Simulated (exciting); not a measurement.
Set up this calculation in exciting (release sodium), as the native input.

```yaml
Task: single point
Functional: PBEsol
Potentials_or_basis: all-electron LAPW+lo, shipped species files, valence relativity iora*
rgkmax: 9
k_mesh: 6 × 6 × 6
Occupations: fermi-dirac, width 0.05 eV
Spin: no spin polarisation
gmaxvr_cutoff_of_density_and_potential: 14 1/bohr
lmaxapw_and_lmaxmat: 10
lmaxvr: 8
nempty: 14
Valence_relativity: iora*
epsengy: 1e-05 Ha
epspot: 1e-05 Ha
maxscl: 60
Muffin-tin_radii: Sn 2.3, Se 2.0 bohr
```

Sn3Se:

```xyz
4
Lattice="0.0000 3.7331 3.7331 3.7331 0.0000 3.7331 3.7331 3.7331 0.0000" Properties=species:S:1:pos:R:3 pbc="T T T"
Sn    3.7331    3.7331    3.7331
Sn    5.5997    5.5997    5.5997
Sn    1.8666    1.8666    1.8666
Se    0.0000    0.0000    0.0000
```

The cell comes from a database or a generator and needn't be the stable form of this composition.

The input as run:

input.xml

```xml
<input>
  <title>Sn3Se</title>
  <structure speciespath="./" tshift="false">
    <crystal scale="1">
      <basevect>0.000000000000 7.054608405433 7.054608405433</basevect>
      <basevect>7.054608405433 0.000000000000 7.054608405433</basevect>
      <basevect>7.054608405433 7.054608405433 0.000000000000</basevect>
    </crystal>
    <species speciesfile="Sn.xml" rmt="2.3">
      <atom coord="0.500000000000 0.500000000000 0.500000000000"/>
      <atom coord="0.750000000000 0.750000000000 0.750000000000"/>
      <atom coord="0.250000000000 0.250000000000 0.250000000000"/>
    </species>
    <species speciesfile="Se.xml" rmt="2">
      <atom coord="0.000000000000 0.000000000000 0.000000000000"/>
    </species>
  </structure>
  <groundstate do="fromscratch" ngridk="6 6 6" rgkmax="9" gmaxvr="14" lmaxapw="10" lmaxmat="10" lmaxvr="8" xctype="GGA_PBE_SOL" stype="Fermi Dirac" swidth="0.00183747" nempty="14" ValenceRelativity="iora*" epsengy="1e-05" epspot="1e-05" maxscl="60" tforce="true" outputlevel="normal"/>
  <properties>
    <chargedensityplot>
      <plot3d>
        <box grid="27 27 27">
          <origin coord="0 0 0"/>
          <point coord="1 0 0"/>
          <point coord="0 1 0"/>
          <point coord="0 0 1"/>
        </box>
      </plot3d>
    </chargedensityplot>
    <elfplot>
      <plot3d>
        <box grid="27 27 27">
          <origin coord="0 0 0"/>
          <point coord="1 0 0"/>
          <point coord="0 1 0"/>
          <point coord="0 0 1"/>
        </box>
      </plot3d>
    </elfplot>
    <exccplot>
      <plot3d>
        <box grid="27 27 27">
          <origin coord="0 0 0"/>
          <point coord="1 0 0"/>
          <point coord="0 1 0"/>
          <point coord="0 0 1"/>
        </box>
      </plot3d>
    </exccplot>
  </properties>
</input>
```

Potentials or basis: all-electron LAPW+lo, shipped species files, valence relativity iora*.

Command:

```console
$ OMP_NUM_THREADS=1 exciting_smp
```

Results of the run:

| Item | Value |
| --- | --- |
| Band gap on the k mesh | none (metal or under the smearing width) |
| All electrons inside the program's atomic spheres | Sn 47.36, 47.30; Se 31.15 (radii Sn 2.3, Se 2.0 bohr) |

Caveat: the log's total energy holds no entropy term; the free energy is that total less TS from the occupations.

It took 10 min on 1 thread of AMD EPYC 7R13 Processor (Zen 3) (shared host), peak memory 0.25 GiB.
